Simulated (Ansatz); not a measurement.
# BaFeO3: the cost of one run

Computed with Ansatz 0.2.0 (DFT PBEsol, scalar-relativistic, plane waves, PAW, unless a step's input says otherwise).

The COD entry's cell or inner coordinates are ideal or old and differ from later refinements, so a difference from it is no clean test against experiment.

2 further runs of the same task are left out: 2 set aside as unsound or not needed.

## Step 1: Starting point

It takes space group Pm-3m (No. 221, cubic). Conventional cell: a = 3.885 Å, b = 3.885 Å, c = 3.885 Å, α = 90.00°, β = 90.00°, γ = 90.00°. Around Ba (site symmetry m-3m) lie 12 O at 2.75 Å. Fe (site symmetry m-3m) is surrounded by 6 O at 1.94 Å. Around O (site symmetry 4/mmm) lie 2 Fe at 1.94 Å and 4 Ba at 2.75 Å.

Coordinates:

```cif
data_structure
_symmetry_space_group_name_H-M 'P 1'
_symmetry_Int_Tables_number 1
_cell_length_a 3.8847
_cell_length_b 3.8847
_cell_length_c 3.8847
_cell_angle_alpha 90.000
_cell_angle_beta 90.000
_cell_angle_gamma 90.000
_cell_volume 58.62
loop_
_atom_site_label
_atom_site_type_symbol
_atom_site_fract_x
_atom_site_fract_y
_atom_site_fract_z
_atom_site_occupancy
Ba1 Ba 0.00000 0.00000 0.00000 1
Fe1 Fe 0.50000 0.50000 0.50000 1
O1 O 0.50000 0.50000 0.00000 1
O2 O 0.00000 0.50000 0.50000 1
O3 O 0.50000 0.00000 0.50000 1
```

It is the result of an earlier relaxation at this level (volume 11.72 Å³/atom; gap on the mesh: none (metal), site moments up to 2.7 μB).

## Step 2: Static run: bands, density of states and charges

input.yaml

```yaml
crystal:
  lattice:
    - [3.8846583487, 0.0, 0.0]
    - [0.0, 3.8846583487, 0.0]
    - [0.0, 0.0, 3.8846583487]
  atoms:
    - { symbol: Ba, position: [0.0, 0.0, 0.0] }
    - { symbol: Fe, position: [0.5, 0.5, 0.5], spin: 2.92 }
    - { symbol: O, position: [0.5, 0.5, 0.0], spin: 0.18 }
    - { symbol: O, position: [0.0, 0.5, 0.5], spin: 0.18 }
    - { symbol: O, position: [0.5, 0.0, 0.5], spin: 0.18 }
basis:
  ecutwfc: 420
kpoints:
  mp_grid: { grid: [10, 10, 10] }
  band_path:
    path:
      - [[0.0, 0.0, 0.0], [0.0, 0.5, 0.0], [0.5, 0.5, 0.0], [0.0, 0.0, 0.0], [0.5, 0.5, 0.5], [0.0, 0.5, 0.0]]
      - [[0.5, 0.5, 0.5], [0.5, 0.5, 0.0]]
    npoints: 14
hamiltonian:
  xc: pbesol
scf:
  occupations: { method: gaussian, width: 0.1 }
  n_extra_bands: 12
output:
  forces: true
  stress: true
  eigenvalues: true
  populations: true
  dos: { projected: true, de: 0.02, nscf_kmesh: { grid: [15, 15, 15] } }
  bader: true
  write_density: true
  write_potential: true
  elf: true
  volumetric_format: npy
magnetization:
  spin_polarized: true
checkpoint:
  read: start.run
  write: ck
  compress: false
  write_wavefunctions: false
  write_every: 100000
```

Run with:

```bash
> ansatz run input.yaml --threads 2 --pin off --max-ram 5120MiB --backend cpu --events-out ev --progress --plain --runs-dir out
```

What time and memory should one allow on 2 threads of Intel Xeon Platinum 8259CL at 2.50GHz (Skylake/Cascade Lake), shared host?

About 73 s, with a peak of 0.54 GiB.
